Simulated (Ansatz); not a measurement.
# Fe2Sb: one candidate structure

Where does Fe2Sb go from the start given, cuprite type (Pn-3m, No. 224)?

The COD entry's cell or inner coordinates are ideal or old and differ from later refinements, so a difference from it is no clean test against experiment.

Method: DFT PBE, scalar-relativistic, plane waves, PAW, in Ansatz 0.2.0.

**1. The system as given**

It takes space group Pn-3m (No. 224, cubic). Conventional cell: a = 4.822 Å, b = 4.822 Å, c = 4.822 Å, α = 90.00°, β = 90.00°, γ = 90.00°. Fe (site symmetry -3m) has 2 Sb at 2.09 Å as nearest neighbours. Sb (site symmetry -43m) is surrounded by 4 Fe at 2.09 Å.

Structure file:

```
Fe Sb
1.0
     4.82235    0.00000    0.00000
     0.00000    4.82235    0.00000
     0.00000    0.00000    4.82235
Fe Sb
4 2
Direct
  0.25000 0.25000 0.25000
  0.25000 0.75000 0.75000
  0.75000 0.75000 0.25000
  0.75000 0.25000 0.75000
  0.00000 0.00000 0.00000
  0.50000 0.50000 0.50000
```

(A quick probe on a coarse mesh, which set the mesh and smearing, is not shown.)

**3. A loose first relaxation**

The input, input.yaml:

```yaml
crystal:
  lattice:
    - [4.8223468279, 0.0, 0.0]
    - [0.0, 4.8223468279, 0.0]
    - [0.0, 0.0, 4.8223468279]
  atoms:
    - { symbol: Fe, position: [0.25, 0.25, 0.25], spin: 1.85 }
    - { symbol: Fe, position: [0.25, 0.75, 0.75], spin: 1.85 }
    - { symbol: Fe, position: [0.75, 0.75, 0.25], spin: 1.85 }
    - { symbol: Fe, position: [0.75, 0.25, 0.75], spin: 1.85 }
    - { symbol: Sb, position: [0.0, 0.0, 0.0] }
    - { symbol: Sb, position: [0.5, 0.5, 0.5] }
basis:
  ecutwfc: 420
kpoints:
  mp_grid: { grid: [4, 4, 4] }
hamiltonian:
  xc: pbe
scf:
  occupations: { method: gaussian, width: 0.1 }
  lower_state_search: "off"
output:
  forces: true
  stress: true
  eigenvalues: true
  populations: true
magnetization:
  spin_polarized: true
relax:
  adjacent_minimum: "off"
  f_tol: 0.04
  max_steps: 70
  cell: { stress_tol: 0.4 }
```

The run is started by

```console
ansatz run input.yaml --threads 1 --pin off --max-ram 2560MiB --backend cpu --events-out ev --progress --plain --runs-dir out
```

Further runs follow: the relaxation.

Q: Predict the outcome of this session.

The runs gave:

Formation energies count from the elements, computed with the same settings in runs not shown here.

```
                          quantity                                                                      value
                              cell  a = 5.806 Å, b = 5.806 Å, c = 5.806 Å, α = 90.00°, β = 90.00°, γ = 90.00°
                       space group                                                            Pn-3m (No. 224)
                            volume                                                              32.62 Å³/atom
                   gap on the mesh                                                               none (metal)
formation energy from the elements                                                             +1.625 eV/atom
                    largest moment                                                                    3.19 μB
```

What this shows: The space group stayed Pn-3m, and from the first guess the volume went from 18.69 to 32.62 Å³/atom. The formation energy of +1.62 eV/atom is positive, so the elements lie lower than this structure; another structure of the compound can lie lower. The runs treat Sb without spin-orbit coupling.
